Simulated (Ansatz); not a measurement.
# CH₆BFSi₂: one species, many methods

How much do the methods differ for CH₆BFSi₂? The plan is to run it at one geometry with functionals of several rungs and with coupled cluster, and see how far each lands from CCSD(T) at the basis-set limit for the atomisation energy.

The runs use Ansatz 0.2.0, Gaussian basis; functionals in def2-TZVPP, the program's frozen cores in correlated methods.

The runs, in order: LDA (SPW92), PBE-D4, revPBE-D4, BLYP-D4, r2SCAN-D4, B97M-V, PBE0-D4, B3LYP-D4, r2SCANh-D4, r2SCAN0-D4, HSE06-D4, BHLYP-D4, CAM-B3LYP-D4, LC-ωPBE, ωB97X-V, ωB97M-V, B2PLYP, PBE-QIDH; CCSD(T)/def2-SVP; CCSD(T)/def2-TZVPP; MP2/def2-QZVPP; extrapolation to the limit; RPA on PBE.

### Step 1. The relaxed structure

An earlier PBE0-D4 in a triple-zeta def2 set relaxation fixed the geometry.

SMILES `FB[SiH]1C[SiH2]1`, 11 atoms, charge 0, spin multiplicity 1.

Atoms are counted from 1 here; the program's logs count them from 0.

Bond lengths: F1–B2 1.326 Å, B2–Si3 1.994 Å, B2–H6 1.201 Å, Si3–C4 1.910 Å, Si3–Si5 2.275 Å, Si3–H7 1.482 Å, C4–Si5 1.877 Å, C4–H8 1.087 Å, C4–H9 1.088 Å, Si5–H10 1.480 Å, Si5–H11 1.481 Å. Angles: F1–B2–Si3 118.8°, F1–B2–H6 116.9°, Si3–B2–H6 124.2°, B2–Si3–C4 118.0°, B2–Si3–Si5 113.5°, B2–Si3–H7 120.2°, C4–Si3–Si5 52.4°, C4–Si3–H7 116.4°, Si5–Si3–H7 118.1°, Si3–C4–Si5 73.8°, Si3–C4–H8 115.5°, Si3–C4–H9 116.0°, Si5–C4–H8 118.0°, Si5–C4–H9 116.8°, H8–C4–H9 111.9°, Si3–Si5–C4 53.7°, Si3–Si5–H10 121.0°, Si3–Si5–H11 121.1° and more.

### Step 2. LDA

This LDA is Slater exchange with PW92 correlation.

The input, in.yaml:

```yaml
crystal:
  periodic: [false, false, false]
  atoms:
    - {symbol: F, position_ang: [-1.975531, 1.661785, 0.563315]}
    - {symbol: B, position_ang: [-0.684184, 1.940893, 0.678241]}
    - {symbol: Si, position_ang: [0.639298, 0.460343, 0.499984]}
    - {symbol: C, position_ang: [-0.021105, -1.330670, 0.436074]}
    - {symbol: Si, position_ang: [0.313247, -0.832506, -1.342939]}
    - {symbol: H, position_ang: [-0.389089, 3.097281, 0.816550]}
    - {symbol: H, position_ang: [2.025459, 0.634190, 0.995938]}
    - {symbol: H, position_ang: [-1.056051, -1.460154, 0.743714]}
    - {symbol: H, position_ang: [0.627482, -2.093166, 0.861235]}
    - {symbol: H, position_ang: [-0.862007, -0.626912, -2.219063]}
    - {symbol: H, position_ang: [1.447781, -1.508185, -2.012748]}
basis:
  gaussian: {orbitals: def2-TZVPP}
hamiltonian: {xc: lda}
output: {orbitals: {seedname: orbitals}}
```

The run is started by

```console
$ ansatz run in.yaml --threads 4 --pin off --events-out ev --progress --plain --max-ram 10444MiB
```

Further steps of the session: PBE-D4 (GGA); revPBE-D4 (GGA); BLYP-D4 (GGA); r2SCAN-D4 (meta-GGA); B97M-V (meta-GGA); PBE0-D4 (hybrid); B3LYP-D4 (hybrid); r2SCANh-D4 (hybrid); r2SCAN0-D4 (hybrid); HSE06-D4 (hybrid); BHLYP-D4 (hybrid); CAM-B3LYP-D4 (range-separated); LC-ωPBE (range-separated); ωB97X-V (range-separated); ωB97M-V (range-separated); B2PLYP (double hybrid); PBE-QIDH (double hybrid); CCSD(T) in def2-SVP; CCSD(T) in def2-TZVPP; MP2 in def2-QZVPP; RPA on PBE orbitals.

Q: Predict the results of all the runs planned. Wanted: atomisation energy, CCSD(T)/CBS; farthest beyond LDA; mean size of error, GGA; mean size of error, meta-GGA; mean size of error, hybrid; mean size of error, range-separated; mean size of error, double hybrid; gap, smallest and largest; T1 diagnostic.

As calculated:

```
                               quantity                                                                                       value
        atomisation energy, CCSD(T)/CBS                                                                                   39.527 eV
    functionals within 0.198 eV (0.5 %)  BLYP-D4, PBE0-D4, B3LYP-D4, r2SCAN0-D4, HSE06-D4, CAM-B3LYP-D4, LC-ωPBE, ωB97M-V, PBE-QIDH
                    farthest beyond LDA                                                                        BHLYP-D4 (-0.779 eV)
                mean size of error, GGA                                                                                    0.341 eV
           mean size of error, meta-GGA                                                                                    0.467 eV
             mean size of error, hybrid                                                                                    0.246 eV
    mean size of error, range-separated                                                                                    0.184 eV
      mean size of error, double hybrid                                                                                    0.243 eV
              gap, smallest and largest                                                    3.00 eV (LDA (SPW92)), 9.40 eV (LC-ωPBE)
                          T1 diagnostic                                                                                      0.0150
triples share of the correlation energy                                                                                       3.8 %
```

In words: The LDA atomisation energy is off by 5.380 eV (14 %): it overbinds. PBE-D4 misses by +0.644 eV. Double hybrids carry the basis error of their MP2 part in triple zeta, and no dispersion term here, so their miss is partly the set-up's. Taken by rung, range-separated functionals do best (0.184 eV on average) and meta-GGA ones worst beyond LDA (0.467 eV). GGA functionals lie within the reference's doubt of that worst mean (0.341 eV), so those two tie. The gap between the best rungs is small, so their order is not settled. The reference freezes the cores and leaves out relativity and excitations past (T), so misses under about 0.198 eV can't be ranked. Hartree-Fock recovers 75 % of the binding; the rest is correlation. CCSD(T) in def2-SVP is off by -2.213 eV, which most functionals beat. Orbital gaps span 3.0 to 9.4 eV; exact exchange widens them.
